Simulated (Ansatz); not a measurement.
# CH₄SeSi (SMILES [SiH2]=C[SeH]): functionals against CCSD(T) at one geometry

An exercise on one series of results from a longer session: the logs are not shown, and one member is left open.

Method: single points in def2-TZVPP; program: Ansatz 0.2.0, Gaussian basis.

Correlated methods freeze the cores. Filled d shells of the heavier atoms are correlated.

## The system as given

SMILES `[SiH2]=C[SeH]`, 7 atoms, charge 0, spin multiplicity 1.

Atoms are counted from 1 here; the program's logs count them from 0.

Bond lengths: Si1–C2 1.711 Å, Si1–H4 1.500 Å, Si1–H5 1.522 Å, C2–Se3 2.015 Å, C2–H6 1.037 Å, Se3–H7 1.430 Å. Angles: C2–Si1–H4 127.3°, C2–Si1–H5 124.8°, H4–Si1–H5 107.1°, Si1–C2–Se3 118.2°, Si1–C2–H6 126.9°, Se3–C2–H6 101.4°, C2–Se3–H7 90.0°.

Coordinates:

```xyz
7
charge 0, multiplicity 1
Si   -1.0250    0.4860   -0.5851
C     0.3544    0.2378    0.3965
Se    1.0096   -1.6504    0.6560
H    -1.5564   -0.4224   -1.6535
H    -1.7846    1.7997   -0.6979
H     0.5344    0.6484    1.3314
H     2.3545   -1.2134    0.4422
```

Set-up of the first run:

File run/in.yaml:

```yaml
crystal:
  periodic: [false, false, false]
  atoms:
    - {symbol: Si, position_ang: [-1.025000, 0.486000, -0.585100]}
    - {symbol: C, position_ang: [0.354400, 0.237800, 0.396500]}
    - {symbol: Se, position_ang: [1.009600, -1.650400, 0.656000]}
    - {symbol: H, position_ang: [-1.556400, -0.422400, -1.653500]}
    - {symbol: H, position_ang: [-1.784600, 1.799700, -0.697900]}
    - {symbol: H, position_ang: [0.534400, 0.648400, 1.331400]}
    - {symbol: H, position_ang: [2.354500, -1.213400, 0.442200]}
basis:
  gaussian: {orbitals: def2-TZVPP}
correlation: {method: ccsd_t}
output: {forces: true}
```

No record of the launch command was kept for these runs.

Among the steps run: CCSD(T)/def2-TZVPP; PBE0-D4/def2-TZVPP; wB97M-V/def2-TZVPP; r2SCAN-D4/def2-TZVPP; PBE-D4/def2-TZVPP; B97M-V/def2-TZVPP; BHLYP-D4/def2-TZVPP.

One table of the session follows, with a row left open; its other results are not shown here.

```
   method  RMS force component (eV/Å)  angle to CCSD(T) forces (°)  dipole (D)
  CCSD(T)                       0.913                    reference        1.36
  PBE0-D4                           ?                            ?           ?
  wB97M-V                       0.914                         14.0        1.60
r2SCAN-D4                       0.894                          8.8        1.38
   PBE-D4                       0.929                         12.3        1.24
   B97M-V                       0.877                         10.9        1.25
 BHLYP-D4                       0.899                         16.8        1.72
```

Q: Estimate the row for PBE0-D4 from the others.

**Answer.** RMS force component (eV/Å): 0.930; angle to CCSD(T) forces (°): 11.8; dipole (D): 1.49. In the column «RMS force component (eV/Å)» it is the highest.
